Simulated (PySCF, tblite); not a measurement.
**C3H9GeN: geometry, infrared bands, NMR shifts and spin-spin couplings**

Wanted: the infrared bands, NMR shifts and spin-spin couplings of C3H9GeN (`[GeH3][NH]C1CC1`), by calculation.

Computed with tblite 0.8.0 and PySCF 2.14.0, with density-fitted response routines of our own, on a single molecule in the gas phase. Atoms count from 0, in the outputs and in this text.

**1. Starting geometry**

14 atoms, charge 0, multiplicity 1; geometry from: force field or distance geometry start.

Bonds of the start (Å): Ge0–N1 1.81, N1–C2 1.40, C2–C3 1.52, C3–C4 1.50, C4–C2 1.51, Ge0–H5 1.56, Ge0–H6 1.55, Ge0–H7 1.57, N1–H8 1.04, C2–H9 1.12, C3–H10 1.13, C3–H11 1.11, C4–H12 1.11, C4–H13 1.11.

**2. Geometry optimisation with GFN2-xTB**

Job settings and geometry (Å):

```
{"job": {"kind": "relax", "xc": "GFN2-xTB", "basis": "xTB"}, "charge": 0, "multiplicity": 1}
Ge     1.807400     0.354300    -0.087600
N      0.786600    -0.314100     1.253200
C     -0.606500    -0.181500     1.198500
C     -1.280900    -0.809100    -0.011500
C     -1.280600     0.683300     0.156700
H      3.291600     0.448800     0.367100
H      1.792300    -0.469100    -1.395600
H      1.299000     1.814400    -0.384100
H      1.160500    -1.135900     1.775400
H     -1.187400    -0.217600     2.154600
H     -2.192700    -1.413200     0.252100
H     -0.635500    -1.184300    -0.828000
H     -0.680000     1.296900    -0.542800
H     -2.274500     1.126600     0.349900
```

Started as:

```bash
$ OMP_NUM_THREADS=1 python probes_run.py task.json out
```

The driver reads the jobs from task.json and runs them one after another.

**Question.** This job is followed by: GFN2-xTB harmonic vibrations, gas phase; GIAO PBE0/pcSseg-1 NMR shielding, non-relativistic, gas phase; B3LYP/pcJ-1 Ge:pcSseg-1 indirect spin-spin coupling, non-relativistic, gas phase. What will the session give for the following? strongest single infrared mode (GFN2-xTB); zero-point energy (GFN2-xTB); 13C shifts against TMS (PBE0/pcSseg-1, means over atoms taken as alike); 1H shifts against TMS (PBE0/pcSseg-1, means over atoms taken as alike); 73Ge shifts against GeMe4 (PBE0/pcSseg-1); 15N shifts against NH3 (PBE0/pcSseg-1); largest coupling of the table (B3LYP/pcSseg-1+pcJ-1).

The runs gave:

| quantity | value |
| --- | --- |
| strongest single infrared mode (GFN2-xTB) | 2078 cm⁻¹, 459 km/mol |
| zero-point energy (GFN2-xTB) | 67.8 kcal/mol |
| 13C shifts against TMS (PBE0/pcSseg-1, means over atoms taken as alike) | 31.4, 6.7 ppm |
| 1H shifts against TMS (PBE0/pcSseg-1, means over atoms taken as alike) | 4.20, 2.65, 0.45, 0.40, 0.06 ppm |
| 73Ge shifts against GeMe4 (PBE0/pcSseg-1) | -171 ppm |
| 15N shifts against NH3 (PBE0/pcSseg-1) | 20.1 ppm |
| largest coupling of the table (B3LYP/pcSseg-1+pcJ-1) | 1J(C,H) C2–H9, 179.5 Hz |

**Reading.** Over 92 steps the energy fell by 0.508 eV; of the close pairs, Ge0–H7 changed most, 1.574 to 1.496 Å. No mode is imaginary among the 36: a minimum at this level. The strongest single mode, at 2078 cm⁻¹, moves mainly H5. Unscaled tight-binding wavenumbers are off by several per cent, some by more. Its intensities can rank the bands wrongly. At PBE0/pcSseg-1: The largest span, 296 ppm, is at Ge0, where the paramagnetic term is -1254 ppm. In the run at B3LYP/pcSseg-1+pcJ-1, the largest coupling of the table is C2–H9, 179.5 Hz, of which the Fermi-contact term gives 178.1 Hz. Couplings across rotatable bonds belong to this one conformer; where others are populated, the observed values are averages. Spin-orbit coupling is left out, which matters for shieldings and couplings at and beside the heavy atoms.
